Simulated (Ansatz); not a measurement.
# ZrC: a tetragonal deformation path

An exercise on one series of results from a longer session: the logs are not shown, and one member is left open.

Program: Ansatz 0.2.0. Level of theory: DFT PBEsol, scalar-relativistic, plane waves, PAW. These are calculated values, not measurements.

## The system as given

It takes space group Fm-3m (No. 225, cubic). Conventional cell: a = 4.700 Å, b = 4.700 Å, c = 4.700 Å, α = 90.00°, β = 90.00°, γ = 90.00°. Around Zr (site symmetry m-3m) lie 6 C at 2.35 Å. C (site symmetry m-3m) has 6 Zr at 2.35 Å in its first shell of neighbours.

Coordinates:

```cif
data_structure
_symmetry_space_group_name_H-M 'Fm-3m'
_symmetry_Int_Tables_number 225
_cell_length_a 4.7004
_cell_length_b 4.7004
_cell_length_c 4.7004
_cell_angle_alpha 90.000
_cell_angle_beta 90.000
_cell_angle_gamma 90.000
_cell_volume 103.85
loop_
_atom_site_label
_atom_site_type_symbol
_atom_site_symmetry_multiplicity
_atom_site_Wyckoff_symbol
_atom_site_fract_x
_atom_site_fract_y
_atom_site_fract_z
_atom_site_occupancy
Zr1 Zr 4 b 0.50000 0.00000 0.00000 1
C1 C 4 a 0.00000 0.00000 0.00000 1
```

The cell is taken as given, not relaxed at this level.

## The reference cell

Reference values: F = -4377.1673 eV; pressure -4.56 GPa; largest force 0.000 eV/Å; gap on the mesh none (metal). It was computed beforehand with the settings of the runs below.

Set-up of the first run:

At fixed volume and fractional coordinates, lengths along (0.000, 0.000, 1.000) are scaled against those across it; ρ is that ratio over its starting value.

input.yaml reads:

```yaml
crystal:
  lattice:
    - [0.0, 2.6381543344, 1.8651751144]
    - [2.6381543344, 0.0, 1.8651751144]
    - [2.6381543344, 2.6381543344, 0.0]
  atoms:
    - { symbol: Zr, position: [0.5, 0.5, 0.5] }
    - { symbol: C, position: [0.0, 0.0, 0.0] }
basis:
  ecutwfc: 420
kpoints:
  mp_grid: { grid: [20, 20, 20] }
hamiltonian:
  xc: pbesol
scf:
  occupations: { method: gaussian, width: 0.15 }
output:
  forces: true
  stress: true
  eigenvalues: true
```

On the command line:

```bash
$ ansatz run input.yaml --threads 1 --pin off --max-ram 2560MiB --backend cpu --events-out ev --progress --plain --runs-dir out
```

Steps of the session up to this table: At ρ = 0.707; Point ρ = 1.414; ρ = 0.850; At ρ = 1.200; At ρ = 0.780; ρ = 1.300; At ρ = 0.920; At ρ = 1.100; At ρ = 0.650; At ρ = 1.500; ρ = 0.960; Point ρ = 1.050.

One of the session's tables, all rows but one given; the rest of the session is left out.

The scan, with free energies counted from the undisturbed cell:

| ρ | ΔE (meV/atom) | pressure (GPa) |
| --- | --- | --- |
| 0.650 | 2547.2 | 58.7 |
| 0.707 | 1615.4 | 39.4 |
| 0.780 | 782.1 | 20.8 |
| 0.850 | 304.3 | 6.8 |
| 0.920 | 72.9 | -1.6 |
| 0.960 | ? | ? |
| 1.000 | 0.0 | -4.6 |
| 1.050 | 22.1 | -3.6 |
| 1.100 | 81.5 | -0.7 |
| 1.200 | 287.5 | 9.1 |
| 1.300 | 588.3 | 23.1 |
| 1.414 | 1020.7 | 41.9 |
| 1.500 | 1397.8 | 56.9 |

**Question.** Estimate the row for ρ = 0.960.

Worked estimate for «ΔE (meV/atom)». A straight line through the neighbours (0.920, 72.9) and (1.000, 0.0) gives 72.9 + (0.0 − 72.9) × (0.960 − 0.920) / (1.000 − 0.920) = 36.5; a parabola fitted to 4 rows on both sides gives 13.6.

**Answer.** ΔE (meV/atom): 16.7; pressure (GPa): -3.9. In «ΔE (meV/atom)» the line misses by +19.8 and the parabola by -3.1.
